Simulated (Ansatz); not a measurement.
# B3H3O3: ionisation energy by level of theory

An exercise on one series of results from a longer session: the logs are not shown, and one member is left open.

The runs use Ansatz 0.2.0, Gaussian basis; unrestricted cation, the program's frozen cores in correlated methods.

Levels to be run: UKS PBE-D4/def2-TZVPP; UKS r2SCAN-D4/def2-TZVPP; UKS PBE0-D4/def2-TZVPP; UKS B3LYP-D4/def2-TZVPP; UKS wB97X-V/def2-TZVPP; UKS wB97M-V/def2-TZVPP; then −ε(HOMO) from the neutral's earlier runs with LDA (SPW92), PBE-D4, revPBE-D4, BLYP-D4, r2SCAN-D4, B97M-V, PBE0-D4, B3LYP-D4, r2SCANh-D4, r2SCAN0-D4, HSE06-D4, BHLYP-D4, CAM-B3LYP-D4, LC-ωPBE, ωB97X-V, ωB97M-V.

### Structure used throughout

All runs share one geometry, relaxed beforehand with PBE0-D4 in a triple-zeta def2 set.

SMILES `B1OBOBO1`, 9 atoms, charge 0, spin multiplicity 1.

Atoms are counted from 1 here; the program's logs count them from 0.

Bond lengths: B1–O2 1.372 Å, B1–O6 1.372 Å, B1–H7 1.190 Å, O2–B3 1.372 Å, B3–O4 1.372 Å, B3–H8 1.190 Å, O4–B5 1.372 Å, B5–O6 1.372 Å, B5–H9 1.190 Å. Angles: O2–B1–O6 119.7°, O2–B1–H7 120.2°, O6–B1–H7 120.2°, B1–O2–B3 120.3°, O2–B3–O4 119.7°, O2–B3–H8 120.2°, O4–B3–H8 120.2°, B3–O4–B5 120.3°, O4–B5–O6 119.7°, O4–B5–H9 120.2°, O6–B5–H9 120.2°, B1–O6–B5 120.3°.

The first run:

in.yaml reads:

```yaml
crystal:
  periodic: [false, false, false]
  atoms:
    - {symbol: B, position_ang: [1.301639, 0.115834, -0.424664]}
    - {symbol: O, position_ang: [0.612786, -1.053495, -0.624828]}
    - {symbol: B, position_ang: [-0.686877, -1.172741, -0.202251]}
    - {symbol: O, position_ang: [-1.297430, -0.115439, 0.423230]}
    - {symbol: B, position_ang: [-0.614765, 1.056905, 0.626925]}
    - {symbol: O, position_ang: [0.684640, 1.168930, 0.201589]}
    - {symbol: H, position_ang: [2.429291, 0.216204, -0.792630]}
    - {symbol: H, position_ang: [-1.281946, -2.188743, -0.377475]}
    - {symbol: H, position_ang: [-1.147348, 1.972536, 1.170107]}
basis:
  gaussian: {orbitals: def2-TZVPP}
total_charge: 1
magnetization: {spin_polarized: true, initial_magnetization: 1}
hamiltonian: {xc: pbe, dispersion: d4}
```

Launch:

```
$ ansatz run in.yaml --threads 2 --pin off --events-out ev --progress --plain --max-ram 32768MiB --backend cpu
```

Among the steps run: Cation, UKS PBE-D4/def2-TZVPP; Cation, UKS r2SCAN-D4/def2-TZVPP; Cation, UKS PBE0-D4/def2-TZVPP; Cation, UKS B3LYP-D4/def2-TZVPP; Cation, UKS wB97X-V/def2-TZVPP; Cation, UKS wB97M-V/def2-TZVPP.

One of the session's tables, all rows but one given; the rest of the session is left out.

Orbital estimates, from the neutral's runs:

| functional | −ε(HOMO) (eV) |
| --- | --- |
| LDA (SPW92) | ? |
| PBE-D4 | 8.02 |
| revPBE-D4 | 7.96 |
| BLYP-D4 | 7.94 |
| r2SCAN-D4 | 8.38 |
| B97M-V | 8.53 |
| PBE0-D4 | 9.65 |
| B3LYP-D4 | 9.41 |
| r2SCANh-D4 | 8.98 |
| r2SCAN0-D4 | 9.89 |
| HSE06-D4 | 9.24 |
| BHLYP-D4 | 11.22 |
| CAM-B3LYP-D4 | 11.13 |
| LC-ωPBE | 12.46 |
| ωB97X-V | 12.13 |
| ωB97M-V | 12.04 |

Estimate the missing values for LDA (SPW92).

The run gave: −ε(HOMO) (eV): 8.17. In the column «−ε(HOMO) (eV)» it lies between PBE-D4 (8.02) and r2SCAN-D4 (8.38).
